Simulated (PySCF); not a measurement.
# C4H5B: the cost of one run

Programs: PySCF 2.14.0, with density-fitted response routines of our own. Each step states its level of theory. These are calculated values for one molecule in the gas phase, unless marked as measured. Atoms are numbered from 0 throughout.

## (1) The molecule as given

10 atoms, charge 0, multiplicity 1; geometry from: GFN2-xTB. The atoms were then displaced at random by about 0.01 Å, so the start is not that level's minimum.

Bonds of the start (Å): B0–C1 1.52, C1–C2 1.35, C1–C3 1.46, C3–C4 1.17, B0–H5 1.19, B0–H6 1.18, C2–H7 1.04, C2–H8 1.08, C4–H9 1.04.

## (2) Optimising the geometry at PBE0-D3(BJ)/def2-SVP

The job: settings as JSON, then the geometry in Å.

```
{"job": {"xc": "PBE0", "basis": "def2-SVP", "d3": "d3bj", "grid": 1, "shake": 0.01, "kind": "geom"}, "charge": 0, "multiplicity": 1}
B     -0.936190     1.232980     0.410530
C     -0.238800    -0.071180     0.046050
C     -0.878870    -1.260380     0.046880
C      1.177130    -0.024500    -0.303490
C      2.304740     0.024560    -0.601160
H     -2.093760     1.232560     0.689480
H     -0.366280     2.270390     0.391450
H     -1.886130    -1.330920     0.308210
H     -0.352880    -2.173080    -0.173650
H      3.321480     0.078640    -0.835350
```

The run is started by

```bash
> OMP_NUM_THREADS=1 python probes_run.py task.json out
```

One launch serves the whole session: the jobs run in the order shown.

Q: Estimate the wall time and peak memory of this first job on 1 thread of Intel Xeon 6975P-C, shared host.

About 9.1 s, with a peak of 0.39 GiB.
